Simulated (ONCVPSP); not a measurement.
# Cs: generating and testing an ONCV potential

Do these settings give a usable potential? It is generated, then checked for transferability, scattering, ghosts and hardness.

Method: ONCVPSP 4.0.1, PBEsol, scalar-relativistic.

## Step 1: Starting point

Typed settings, in words:

- element: caesium (Cs, Z = 55)
- type: optimised norm-conserving Vanderbilt (ONCV)
- frozen core: [Kr] 4d10
- valence charge: 9
- reference configuration: 5s2 5p6 6s1
- partial waves: 5s+6s: rc 3.20 bohr, ncon 3, nbas 8, qcut 3.2 1/bohr, 2 projectors; 5p: rc 2.00 bohr, ncon 4, nbas 8, qcut 3.3 1/bohr, 1 projector; d scattering state at 0.47 Ha: rc 2.70 bohr, ncon 5, nbas 8, qcut 3 1/bohr, 3 projectors, debl 1.5 Ha
- local potential: polynomial inside 1.75 bohr (lpopt 5, dvloc0 6 Ha)
- core correction: Teter function, fcfact 4, rcfact 1.35

The outer shells as boxes (Hund's rule for the drawing; the calculation is spin-unpolarised):

```
[Kr] core
4d [↑↓][↑↓][↑↓][↑↓][↑↓]
5s [↑↓]
5p [↑↓][↑↓][↑↓]
6s [↑ ]
```

An earlier all-electron run gives the scale for the radii.

All-electron outer shells of the reference configuration (PBEsol, scalar-relativistic, ld1.x):

```csv
shell,level (eV),outermost node (bohr),outermost maximum (bohr)
5s,-26.79,0.82,1.54
5p,-13.55,0.89,1.79
6s,-2.08,2.11,4.80
6p,-0.73,2.61,6.64
5d,-0.38,1.06,3.42
```

## Step 2: Generation

The input, Cs.dat:

```
# ATOM AND REFERENCE CONFIGURATION
# atsym  z   nc   nv     iexc    psfile
  Cs 55.00    9    3  -116133      upf
#
#   n    l    f
    1    0    2.00
    2    0    2.00
    2    1    6.00
    3    0    2.00
    3    1    6.00
    3    2   10.00
    4    0    2.00
    4    1    6.00
    4    2   10.00
    5    0    2.00
    5    1    6.00
    6    0    1.00
#
# PSEUDOPOTENTIAL AND OPTIMIZATION
# lmax
    2
#
#   l,   rc,      ep,       ncon, nbas, qcut
    0    3.20    0.00    3    8    3.20
    1    2.00    0.00    4    8    3.30
    2    2.70    0.47    5    8    3.00
#
# LOCAL POTENTIAL
# lloc, lpopt,  rc(5),   dvloc0
    4    5    1.75    6.00
#
# VANDERBILT-KLEINMAN-BYLANDER PROJECTORs
# l, nproj, debl
    0    2    0.80
    1    1    3.30
    2    3    1.50
#
# MODEL CORE CHARGE
# icmod, fcfact, rcfact
    3    4.00    1.35
#
# LOG DERIVATIVE ANALYSIS
# epsh1, epsh2, depsh
   -2.00    5.00    0.02
#
# OUTPUT GRID
# rlmax, drl
    6.00    0.01
#
# TEST CONFIGURATIONS
# ncnf
    4
# nvcnf
#   n    l    f
    3
    5    0    2.00
    5    1    6.00
    6    0    0.00
#
    3
    5    0    2.00
    5    1    6.00
    6    0    0.50
#
    4
    5    0    2.00
    5    1    6.00
    6    0    0.00
    6    1    1.00
#
    3
    5    0    2.00
    5    1    5.00
    6    0    1.00
#
```

On the command line:

```sh
$ oncvpsp.x < Cs.dat > Cs.out
```

**Question.** What will these runs give? Wanted: cutoffs for 1 and 0.1 mHa per electron, occupied waves; bound ghosts; GHOST(+) flags; largest test error; largest phase difference near zero energy, channels read; rms error of d²Exc/dn², without and with the model core; projector energies reset by the program.

As calculated:

```
                                                quantity                                                               value
  cutoffs for 1 and 0.1 mHa per electron, occupied waves                                                     28 Ha and 50 Ha
                                            bound ghosts                                                          none found
                                          GHOST(+) flags  d at 554 eV, d at 969 eV (1 near or above the test basis's cutoff)
                            largest test error (AE − PS)                                           +3.7 meV, for 5s2 5p5 6s1
largest phase difference near zero energy, channels read                                                           0.019 rad
 rms error of d²Exc/dn², without and with the model core                                                   4.89 and 1.06 mHa
                 projector energies reset by the program                                           d: 0.050, 1.550, 3.050 Ha
```

**Reading.** By total energies transferability is very good: the largest error is 3.7 meV on 17.9 eV, for 5s2 5p5 6s1. The potential is of middling hardness: the looser tolerance needs 28 Ha. At the looser tolerance the 5p wave is the slowest; 5s needs 2 Ha. It is free of bound ghosts as far as tested. Near zero energy the phases of the channels with partial waves agree within 0.019 rad. The program also flags highly localised states, GHOST(+) (d). All of this concerns the isolated atom, not yet a solid.
